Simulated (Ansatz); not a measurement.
Born–Oppenheimer molecular dynamics of a periodic cell of 25 atoms, Mg$_{13}$O$_{12}$ (surface MgO(111), adsorbate Mg). It starts from a partly relaxed structure (largest force component 0.07 eV/Å).

Theory: DFT PBE, scalar-relativistic, plane waves, PAW in Ansatz 0.2.0. Settings: PAW set soft_1, cutoff 420 eV, k mesh 2x2x1, fermi-dirac smearing 0.05 eV, no spin polarisation.

* ensemble: NVE (velocity Verlet)
* time step: 1.5 fs
* steps asked: 130
* starting velocities drawn for: 1400 K
* atoms held: 1 to 8
* seed: 300810

First frame:

```xyz
25
Lattice="5.4461 0.0000 0.0000 2.7231 4.7165 0.0000 0.0000 0.0000 17.5584" Properties=species:S:1:pos:R:3
Mg 0.000 0.000 1.000
O 4.085 3.930 2.112
Mg 1.361 2.358 1.000
O 2.723 1.572 2.112
Mg 2.723 0.000 1.000
O 6.808 3.930 2.112
Mg 4.085 2.358 1.000
O 5.446 1.572 2.112
Mg 5.456 3.150 3.510
O 1.370 2.363 4.675
Mg 4.089 0.784 3.508
O 5.449 0.001 4.676
Mg 2.724 3.148 3.508
O 4.090 2.361 4.658
Mg 1.366 0.788 3.499
O 2.732 0.003 4.674
Mg 2.718 1.567 6.020
O 4.099 0.822 7.213
Mg 4.098 3.952 6.012
O 5.440 3.138 7.201
Mg 5.470 1.571 6.005
O 1.364 0.791 7.234
Mg 6.830 3.938 6.189
O 2.767 3.134 7.221
Mg 4.117 2.368 8.287
```

Task: What does the run give?

Result: The run went to its last step.

```
steps done                                               : 130
time covered                                             : 195 fs
mean temperature over the second half                    : 679 K
spread of the potential energy over the second half      : 6.3 meV per atom
mean potential energy of the second half above the start : 63.6 meV per atom
```

The conserved energy stayed within 0.31 meV per atom of its start (net change 0.17 meV per atom), so the integration is sound. Over the second half the temperature averaged 0.48 of the 1400 K drawn at the start: a run that starts near a minimum puts about half its kinetic energy into the potential. A run of 0.2 ps of so small a system gives no equilibrium averages. Limits of this set-up: coarse k mesh, thin slab, slab without dipole correction.

Task: What happens to the structure?

Result: Mean squared displacements from the first frame to the last: Mg 0.02 Å², O 0.04 Å². Another seed would give other details.

Task: How do temperature and energy run in time?

Result: 
```
time (fs)  T (K)  potential energy less start (eV)  conserved less start (meV/atom)
        0   1400                             0.000                             0.00
        9    896                             1.112                             0.20
       18    377                             2.254                             0.29
       27    438                             2.119                             0.21
       36    644                             1.665                             0.16
       45    727                             1.485                             0.21
       54    843                             1.226                             0.13
       63    736                             1.463                             0.21
       72    686                             1.573                             0.19
       81    669                             1.611                             0.17
       90    605                             1.753                             0.23
       99    713                             1.513                             0.16
      108    744                             1.446                             0.18
      117    706                             1.529                             0.16
      126    602                             1.758                             0.21
      135    585                             1.795                             0.19
      144    606                             1.749                             0.19
      153    662                             1.627                             0.21
      162    805                             1.311                             0.14
      171    704                             1.533                             0.17
      180    590                             1.787                             0.24
      189    750                             1.430                             0.12
```

The run took 15 min on 2 threads of Intel(R) Xeon(R) Platinum 8259CL CPU @ 2.50GHz (Skylake/Cascade Lake), with other jobs on the host, peak memory 1.1 GiB.
